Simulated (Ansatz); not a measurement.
# AlNi: the cost of one run

Computed with Ansatz 0.2.0 (the levels named in each step, unless a step's input says otherwise).

## 1. The structure to begin with

Bond lengths: Al1–Ni2 2.196 Å.

As a file:

```xyz
2

Al    0.0000    0.0000    0.0000
Ni    0.0000    0.0000    2.1958
```

## 2. A rough first relaxation, PBE-D4/def2-SVP

This run stands in another session on the same molecule. It ended at:

```xyz
2

Al    0.0000    0.0000   -0.0379
Ni    0.0000    0.0000    2.2336
```

## 3. Relaxation, PBE0-D4/def2-TZVPP

This run stands in another session on the same molecule. It ended at:

```xyz
2

Al    0.0000    0.0000   -0.0952
Ni    0.0000    0.0000    2.2910
```

## 4. Frequencies, PBE0-D4/def2-TZVPP

The input, input.yaml:

```yaml
crystal:
  periodic: [false, false, false]
  atoms:
    - { symbol: Al, position_ang: [0.0, 0.0, -0.09523739] }
    - { symbol: Ni, position_ang: [0.0, 0.0, 2.29101739] }
magnetization:
  spin_polarized: true
  initial_magnetization: 1
basis:
  gaussian: { orbitals: def2-TZVPP }
hamiltonian:
  xc: pbe0
  dispersion: d4
phonons: {}
```

Command:

```
> ansatz run input.yaml --threads 2 --pin off --max-ram 5120MiB --backend cpu --events-out ev --progress --plain --runs-dir out
```

Q: Estimate wall time and peak memory on 2 threads of Oxide Virtual Turin-like (Zen 5), shared host.

About 20 s, with a peak of 0.36 GiB.
